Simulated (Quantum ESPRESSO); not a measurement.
The system is WS.

```
W S
1.0
     3.00789    0.00000    0.00000
     0.00000    3.00789    0.00000
     0.00000    0.00000    3.00789
W S
1 1
Direct
  0.50000 0.50000 0.50000
  0.00000 0.00000 0.00000
```

The cell was built by a generator and needn't be a form met in nature.

| Item | Value |
| --- | --- |
| Program | Quantum ESPRESSO 7.5 |
| Task | phonons |
| Functional | WC |
| Potentials or basis | GBRV 1.5 PBE |
| Cutoff | 762 eV |
| Density cutoff | 6095 eV |
| k mesh | 6 × 6 × 6, shifted |
| Occupations | fermi-dirac, width 0.05 eV |
| Spin | no spin polarisation |
| Mixing beta | 0.5 |
| Most SCF iterations | 120 |
| SCF threshold | 4e-10 Ry |

The cell and the atoms were relaxed first, to 13.34 Å³/atom (a = 2.988 Å, b = 2.988 Å, c = 2.988 Å, α = 90.00°, β = 90.00°, γ = 90.00°), and the response was taken there.

At Γ the optical frequencies are 209 209 209 cm⁻¹, at a pressure of 0.0 GPa.

Question: How do the modes respond when the cell is scaled evenly, at fixed shape?

Answer: The highest mode has a Grüneisen parameter of 4.29 and moves by +3.4 cm⁻¹ per GPa. None of the listed modes softens on compression. The pressures give a bulk modulus of about 261 GPa.

Frequencies at 99 % and 101 % of the volume (pressures 2.7 and -2.5 GPa), ions relaxed:
| mode | 99 % (cm⁻¹) | 101 % (cm⁻¹) | Grüneisen parameter |
| --- | --- | --- | --- |
| 4 | 217.9 | 200.0 | 4.29 |
| 5 | 217.9 | 200.0 | 4.29 |
| 6 | 217.9 | 200.0 | 4.29 |

Modes are matched by their order; those that don't vary smoothly over the three volumes are left out.

Caveat: the k mesh is coarse; the mesh is thin for the phonons of a metal; the potentials were made for another functional, which shifts forces and pressure.
